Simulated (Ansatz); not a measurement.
# La (La, A15): the cost of one run

Computed with Ansatz 0.2.0 (DFT PBEsol, plane waves (420 eV) with PAW, scalar-relativistic; PAW files made under PBE, frozen cores solved again for the functional, unless a step says otherwise).

## Step 1: Starting point

The structure is cubic, space group Pm-3n (No. 223). The conventional cell has a = 6.689 Å, b = 6.689 Å, c = 6.689 Å, α = 90.00°, β = 90.00°, γ = 90.00°. La (site symmetry m-3) is surrounded by 12 La at 3.74 Å. Around La (site symmetry -4m2) lie 6 La at 3.34 to 3.74 Å.

As a file:

```cif
data_structure
_symmetry_space_group_name_H-M 'P 1'
_symmetry_Int_Tables_number 1
_cell_length_a 6.6893
_cell_length_b 6.6893
_cell_length_c 6.6893
_cell_angle_alpha 90.000
_cell_angle_beta 90.000
_cell_angle_gamma 90.000
_cell_volume 299.32
loop_
_atom_site_label
_atom_site_type_symbol
_atom_site_fract_x
_atom_site_fract_y
_atom_site_fract_z
_atom_site_occupancy
La1 La 0.00000 0.00000 0.00000 1
La2 La 0.50000 0.50000 0.50000 1
La3 La 0.25000 0.00000 0.50000 1
La4 La 0.75000 0.00000 0.50000 1
La5 La 0.50000 0.25000 0.00000 1
La6 La 0.50000 0.75000 0.00000 1
La7 La 0.00000 0.50000 0.25000 1
La8 La 0.00000 0.50000 0.75000 1
```

## Step 2: Geometry optimisation

input.yaml

```yaml
crystal:
  lattice:
    - [6.6892978819, 0.0, 0.0]
    - [0.0, 6.6892978819, 0.0]
    - [0.0, 0.0, 6.6892978819]
  atoms:
    - { symbol: La, position: [0.0, 0.0, 0.0] }
    - { symbol: La, position: [0.5, 0.5, 0.5] }
    - { symbol: La, position: [0.25, 0.0, 0.5] }
    - { symbol: La, position: [0.75, 0.0, 0.5] }
    - { symbol: La, position: [0.5, 0.25, 0.0] }
    - { symbol: La, position: [0.5, 0.75, 0.0] }
    - { symbol: La, position: [0.0, 0.5, 0.25] }
    - { symbol: La, position: [0.0, 0.5, 0.75] }
hamiltonian:
  xc: pbesol
  pseudopotentials:
    kind: paw
    azcp:
      La: "pseudopotentials/La.paw.azcp"
basis:
  ecutwfc: 420
  fft_grid_basis: typed
kpoints:
  mp_grid: { grid: [4, 4, 4], shift: [0, 0, 0] }
magnetization:
  spin_polarized: false
scf:
  occupations: { method: fermi_dirac, width: 0.1 }
relax:
  max_steps: 60
  f_tol: 0.01
  cell: {}
```

The run is started by

```sh
$ ansatz run input.yaml --threads 4 --pin off --max-ram 8192MiB --backend cpu --events-out ev --progress --plain --runs-dir out
```

**Question.** How long does this run take on 4 threads of Arm Neoverse V1, shared host, and how much memory does it need?

About 18 s, with a peak of 0.88 GiB.
